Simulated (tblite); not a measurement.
# C7H14BCl: the cost of one run

Programs: PySCF 2.14.0 with density-fitted response routines of our own, and tblite 0.8.0. All values are computed, except where a source is named. Atoms count from 0 throughout.

## 1. The molecule as given

23 atoms, charge 0, multiplicity 1; geometry from: UFF geometry. This is the first candidate.

Bonds of the start (Å): B1–C2 1.60, B1–C7 1.60, C0–B1 1.61, C0–H10 1.11, C0–H11 1.10, C0–H9 1.12, C2–C3 1.55, C2–H12 1.10, C2–H13 1.12, C3–C4 1.53, C3–H14 1.12, C3–H15 1.10, C4–C6 1.53, C4–Cl5 1.79, C4–H16 1.12, C6–C7 1.54, C6–H17 1.11, C6–H18 1.12, C7–C8 1.54, C7–H19 1.11, C8–H20 1.12, C8–H21 1.12, C8–H22 1.10.

## 2. GFN2-xTB relaxation, isomer A, conformer 1

Job settings and geometry (Å):

```
{"job": {"xc": "GFN2-xTB", "basis": "xTB", "kind": "relax"}, "charge": 0, "multiplicity": 1}
C      1.826400    -1.771600     0.217300
B      0.833500    -0.506000     0.176200
C      1.500000     0.939400     0.041700
C      0.478300     2.054600     0.359900
C     -0.838200     1.871900    -0.401200
Cl    -1.935800     3.234300    -0.040900
C     -1.520400     0.550500    -0.035700
C     -0.650800    -0.674500    -0.388300
C     -1.316500    -1.966800     0.119400
H      1.496000    -2.465700     1.026200
H      1.780500    -2.294700    -0.760900
H      2.855800    -1.445900     0.419100
H      2.357500     1.030900     0.731100
H      1.853300     1.064800    -1.008800
H      0.270100     2.055100     1.464300
H      0.928100     3.030900     0.123800
H     -0.629800     1.893700    -1.498200
H     -2.490500     0.471600    -0.574800
H     -1.746100     0.549700     1.064700
H     -0.575700    -0.742500    -1.493900
H     -1.363800    -1.966900     1.233600
H     -2.358900    -2.035800    -0.273300
H     -0.757700    -2.849900    -0.220400
```

Launch:

```bash
$ OMP_NUM_THREADS=1 python ens_run.py task.json out
```

The driver reads the study from task.json and runs its stages one after another.

**Question.** How long does this first job take on 1 thread of Intel Xeon at 2.50GHz, shared host?

About 3 s.
